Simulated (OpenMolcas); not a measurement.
# SiCl3F (trichlorofluorosilane) at B3PW91/def2-SVPD (Cholesky decomposition)

Aim: the vertical electron affinity of SiCl3F (trichlorofluorosilane) at B3PW91/def2-SVPD (Cholesky decomposition), from 2 runs. 

Program for the calculation: OpenMolcas 26.06.

## (1) Starting point

SiCl3F: 5 atoms, total charge 0, spin state singlet. SMILES: `F[Si](Cl)(Cl)Cl`. The coordinates come from a GFN2-xTB relaxation.

Bond lengths: F1–Si2 1.611 Å, Si2–Cl3 1.993 Å, Si2–Cl4 1.994 Å, Si2–Cl5 1.993 Å. Angles: F1–Si2–Cl3 105.8°, F1–Si2–Cl4 105.8°, F1–Si2–Cl5 105.7°, Cl3–Si2–Cl4 113.1°, Cl3–Si2–Cl5 112.7°, Cl4–Si2–Cl5 112.8°.

## (2) The energy at B3PW91/def2-SVPD (Cholesky decomposition)

Contents of job.input:

```
&GATEWAY
 BasLib
 $CurrDir
 Coord
 5
 angstrom
 F        0.850990      -0.901950       1.033180
 Si       0.000380      -0.003370       0.002190
 Cl      -1.593730       0.627860       1.018820
 Cl      -0.465290      -1.210000      -1.514930
 Cl       1.207640       1.487450      -0.539260
 Basis
 def2-SVPD
 Group
 NoSym

&SEWARD
 Low

&SCF
 KSDFT
 HYB_GGA_XC_B3PW91
 PrOrbitals
 1 1
```

The basis set def2-SVPD is read from a file made from the Basis Set Exchange's data (not shown).

On the command line:

```console
export MOLCAS_MEM=1860
pymolcas job.input > job.log
```

What it wrote:

```text
--- Start Module: gateway ---
[...]
--- Stop Module: gateway /rc=_RC_ALL_IS_WELL_ ---
--- Start Module: seward ---
[...]
      Basis functions          128
--- Stop Module: seward /rc=_RC_ALL_IS_WELL_ ---
[...]
--- Start Module: scf ---
[...]
       Convergence after  11 Iterations
[...]
::    Total KS-DFT energy                           -1769.3816901833
[...]
      Total spin, S                                     0.0000000000
[...]
      Total electronic charge=   74.000000
      Total            charge=   -0.000000
[...]
      Dipole Moment (debye):
      Origin of the operator (angstrom)=   -0.0895    0.0950   -0.1087
                   X= -5.1715E-01               Y=  5.2748E-01               Z= -6.1476E-01           Total=  9.6104E-01
      Quadrupole Moment (debye*angstrom):
[...]
--- Stop Module: scf /rc=_RC_ALL_IS_WELL_ ---
[...]
```

Run time: 11 s. Hardware: 1 thread of Arm Neoverse V2, shared host; peak memory 0.093 GiB.

## (3) The doublet anion

Contents of job.inp:

```
* Cl3FSi Kohn-Sham DFT
&GATEWAY
BasLib = $CurrDir
Coord
5
angstrom
F        0.850990      -0.901950       1.033180
Si       0.000380      -0.003370       0.002190
Cl      -1.593730       0.627860       1.018820
Cl      -0.465290      -1.210000      -1.514930
Cl       1.207640       1.487450      -0.539260
Basis = def2-SVPD
Group = NoSym
&SEWARD
Low
&SCF
UHF
Charge = -1
Spin = 2
KSDFT = HYB_GGA_XC_B3PW91
PrOrbitals = 1 1
```

The basis set def2-SVPD is read from a file made from the Basis Set Exchange's data (not shown).

On the command line:

```console
export MOLCAS_MEM=1860
pymolcas job.inp > job.log
```

What it wrote:

```text
--- Start Module: gateway ---
[...]
--- Stop Module: gateway /rc=_RC_ALL_IS_WELL_ ---
--- Start Module: seward ---
[...]
      Basis functions          128
--- Stop Module: seward /rc=_RC_ALL_IS_WELL_ ---
[...]
--- Start Module: scf ---
[...]
       Convergence after  17 Iterations
[...]
::    Total KS-DFT energy                           -1769.3567302864
[...]
      Total spin, S                                     0.5007111569
[...]
      Total electronic charge=   75.000000
      Total            charge=   -1.000000
[...]
      Dipole Moment (debye):
      Origin of the operator (angstrom)=   -0.0895    0.0950   -0.1087
                   X=  6.6457E-01               Y= -6.7170E-01               Z=  7.9214E-01           Total=  1.2330E+00
      Center of Charge (angstrom)
[...]
--- Stop Module: scf /rc=_RC_ALL_IS_WELL_ ---
[...]
```

It took 26 s on 1 thread of Arm Neoverse V2, shared host; peak memory 0.093 GiB.

## (4) Results

Level: B3PW91/def2-SVPD (Cholesky decomposition).

| quantity | value |
| --- | --- |
| singlet SiCl3F: total energy | -1769.38169 Eh |
| singlet SiCl3F: dipole moment | 0.96 D |
| singlet SiCl3F: HOMO energy | -9.60 eV |
| singlet SiCl3F: LUMO energy | -0.93 eV |
| singlet SiCl3F: HOMO–LUMO gap | 8.68 eV |
| doublet anion: total energy | -1769.35673 Eh |
| doublet anion: HOMO energy (highest over α and β) | 2.04 eV |
| doublet anion: LUMO energy (lowest over α and β) | 3.36 eV |
| doublet anion: ⟨S²⟩ | 0.751 |
| vertical electron affinity (to the doublet anion) | -0.679 eV |

**Reading.** The anion lies 0.68 eV (15.7 kcal/mol) above the neutral: the electron isn't bound at this level, and such a value depends on the basis. Mulliken charges (doublet anion) run from -0.56 on F1 to +0.00 on Cl4; in a basis this large or diffuse they mean little. The HOMO (doublet anion) lies at positive energy, 2.04 eV; only total energies tell whether the electron is bound.
